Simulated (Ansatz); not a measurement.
# Au (sc type): how the settings move a single-point run

Aim: see which settings change the result for Au (sc type), by how much, and at what cost.

Computed with Ansatz 0.2.0 (reference: DFT, PBEsol, PAW with Ansatz's default frozen-core files, scalar-relativistic, unless a step's input says otherwise).

### Step 1. The structure to begin with

Symmetry: Pm-3m, No. 221, cubic system. The conventional cell has a = 2.694 Å, b = 2.694 Å, c = 2.694 Å, α = 90.00°, β = 90.00°, γ = 90.00°. Au (site symmetry m-3m) has 6 Au at 2.69 Å in its first shell of neighbours.

Structure file:

```
Au
1.0
     2.69404    0.00000    0.00000
     0.00000    2.69404    0.00000
     0.00000    0.00000    2.69404
Au
1
Cartesian
  0.0000 0.0000 0.0000
```

### Step 2. Reference

Input file input.yaml:

```yaml
crystal:
  lattice:
    - [2.6940425392, 0.0, 0.0]
    - [0.0, 2.6940425392, 0.0]
    - [0.0, 0.0, 2.6940425392]
  atoms:
    - { symbol: Au, position: [0.0, 0.0, 0.0] }
kpoints:
  mp_grid: { grid: [14, 14, 14] }
  band_path:
    path:
      - [0.0, 0.0, 0.0]
      - [0.0, 0.5, 0.0]
      - [0.5, 0.5, 0.0]
      - [0.0, 0.0, 0.0]
      - [0.5, 0.5, 0.5]
      - [0.0, 0.5, 0.0]
      - [0.5, 0.5, 0.5]
      - [0.5, 0.5, 0.0]
    npoints: 8
scf:
  occupations: { method: fermi_dirac, width: 0.08 }
hamiltonian:
  xc: pbesol
  pseudopotentials: { kind: paw }
output:
  forces: true
  stress: true
  eigenvalues: true
  populations: true
  dos: { projected: true, de: 0.2, e_range: [-14, 8] }
  write_density: true
  write_potential: true
  elf: true
  volumetric_format: npy
```

Run with:

```bash
> ansatz run input.yaml --threads 1 --pin off --max-ram 2048MiB --backend cpu --events-out ev --progress --plain --runs-dir out
```

### Step 3. Changing settings: starting moments, spin_polarized true

Edit input.yaml of step 2 so:

```diff
@@ -6,3 +6,3 @@
   atoms:
-    - { symbol: Au, position: [0.0, 0.0, 0.0] }
+    - { symbol: Au, position: [0.0, 0.0, 0.0], spin: 2.0 }
 kpoints:
@@ -30,6 +30,3 @@
   populations: true
-  dos: { projected: true, de: 0.2, e_range: [-14, 8] }
-  write_density: true
-  write_potential: true
-  elf: true
-  volumetric_format: npy
+magnetization:
+  spin_polarized: true
```

Q: Predict the outcome of this session. Wanted: for each run, ending; energy change; pressure; gap; force.

The runs gave:

```
                                     run     ending  energy change  pressure (GPa)  gap (eV)  force (eV/Å)  cycles   time
                               reference  converged              0             0.0      0.00          0.00       6  2.6 s
1: starting moments, spin_polarized true  converged   0.0 meV/atom             0.0      0.00          0.00      13  6.6 s
```

Times don't compare one to one where runs were asked for different outputs or read a saved state (see the inputs); cycles may leave out searches for a lower state.

Residual by cycle in the longest SCF loop of each run; runs are numbered as in the table. The quantity is the density residual dr2, in eV.

```
cycle  reference    run 1
    1    0.00205      1.3
    2     4.9e-4    0.503
    3     1.0e-5   0.0123
    4     4.7e-7   1.5e-4
    5     1.3e-8   9.7e-5
    6    2.5e-11   1.5e-5
    8          -   3.1e-6
    9          -   2.2e-7
   10          -   3.3e-7
   11          -   1.9e-6
   12          -  7.2e-10
   13          -  9.2e-12
```

With the changed spin polarisation the energy stays within 0.5 meV/atom: no moment survives, so both runs end on the same non-magnetic state.
